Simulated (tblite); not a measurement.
# C4H9BOSi: the cost of one run

Programs: tblite 0.8.0 and PySCF 2.14.0, with density-fitted response routines of our own. Each step states its level of theory. These are calculated values for one molecule in the gas phase, unless marked as measured. Atoms are numbered from 0 throughout.

## 1. The molecule as given

16 atoms, charge 0, multiplicity 1; geometry from: force field or distance geometry start.

Bonds of the start (Å): C0–C1 1.45, C1–C2 1.22, C2–B3 1.52, B3–Si4 1.95, Si4–O5 1.73, O5–C6 1.41, C0–H7 1.12, C0–H8 1.11, C0–H9 1.12, B3–H10 1.18, Si4–H11 1.47, Si4–H12 1.47, C6–H13 1.11, C6–H14 1.11, C6–H15 1.10.

## 2. Geometry optimisation with GFN2-xTB

What the job is given:

```
{"job": {"kind": "relax", "xc": "GFN2-xTB", "basis": "xTB"}, "charge": 0, "multiplicity": 1}
C     -3.073000     1.058300     0.248700
C     -2.016900     0.165200    -0.189900
C     -1.119900    -0.583400    -0.529600
B     -0.000800    -1.509200    -0.986200
Si     1.717800    -1.462700    -0.069100
O      1.673500    -0.295600     1.201600
C      2.004500     0.970900     0.674900
H     -2.635800     1.933600     0.787500
H     -3.638100     1.415500    -0.636800
H     -3.774800     0.518100     0.933900
H     -0.176000    -2.268700    -1.874700
H      1.991600    -2.791100     0.494300
H      2.770100    -1.137300    -1.039800
H      1.956400     1.711500     1.496700
H      1.272900     1.296400    -0.099100
H      3.041100     0.987200     0.294300
```

The run is started by

```console
OMP_NUM_THREADS=1 python probes_run.py task.json out
```

One launch serves the whole session: the jobs run in the order shown.

**Question.** How long does this first job take on 1 thread of Arm Neoverse N1, shared host, and how much memory does it need?

About 1 s, with a peak of 0.18 GiB.
